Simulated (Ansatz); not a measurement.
# CHClFNSi: how energies converge with the basis set

One table from this session's results is given with a row withheld; the runs are named, their logs left out.

Program: Ansatz 0.2.0, Gaussian basis. Level of theory: one geometry, several basis sets. These are calculated values, not measurements.

Plan: PBE0-D4/def2-SVP; ωB97M-V/def2-SVP; PBE0-D4/def2-QZVPP; ωB97M-V/def2-QZVPP; the functionals' def2-TZVPP values are taken from earlier runs.

## Structure used throughout

The geometry comes from an earlier relaxation with PBE0-D4 in a triple-zeta def2 set; it is a stationary point.

6 atoms, charge 0, spin multiplicity 1.

Atoms are counted from 1 here; the program's logs count them from 0.

Bond lengths: N1–C2 1.151 Å, C2–Si3 1.839 Å, Si3–F4 1.579 Å, Si3–Cl5 2.016 Å, Si3–H6 1.467 Å. Angles: N1–C2–Si3 178.0°, C2–Si3–F4 107.1°, C2–Si3–Cl5 108.2°, C2–Si3–H6 110.3°, F4–Si3–Cl5 110.0°, F4–Si3–H6 110.0°, Cl5–Si3–H6 111.2°.

Set-up of the first run:

Contents of in.yaml:

```yaml
crystal:
  periodic: [false, false, false]
  atoms:
    - {symbol: N, position_ang: [-1.977844, 0.308718, 1.400080]}
    - {symbol: C, position_ang: [-1.043271, 0.191169, 0.738257]}
    - {symbol: Si, position_ang: [0.411879, -0.001399, -0.370209]}
    - {symbol: F, position_ang: [1.492729, 1.049959, 0.097523]}
    - {symbol: Cl, position_ang: [1.130197, -1.872349, -0.149373]}
    - {symbol: H, position_ang: [0.028409, 0.259804, -1.762379]}
basis:
  gaussian: {orbitals: def2-SVP}
hamiltonian: {xc: pbe0, dispersion: d4}
output: {orbitals: {seedname: orbitals}}
```

Among the steps run: PBE0-D4 in def2-SVP; ωB97M-V in def2-SVP; PBE0-D4 in def2-QZVPP; ωB97M-V in def2-QZVPP.

One table of the session follows, with a row left open; its other results are not shown here.

It belongs to the step «Density functionals: the series». 

| functional | basis | HOMO (eV) |
| --- | --- | --- |
| PBE0-D4 | def2-SVP | -10.01 |
| PBE0-D4 | def2-TZVPP | ? |
| PBE0-D4 | def2-QZVPP | -10.16 |
| ωB97M-V | def2-SVP | -12.24 |
| ωB97M-V | def2-TZVPP | -12.42 |
| ωB97M-V | def2-QZVPP | -12.46 |

Estimate the missing values for PBE0-D4, def2-TZVPP.

**Answer.** HOMO (eV): -10.14. In the column «HOMO (eV)» it lies between PBE0-D4, def2-QZVPP (-10.16) and PBE0-D4, def2-SVP (-10.01).
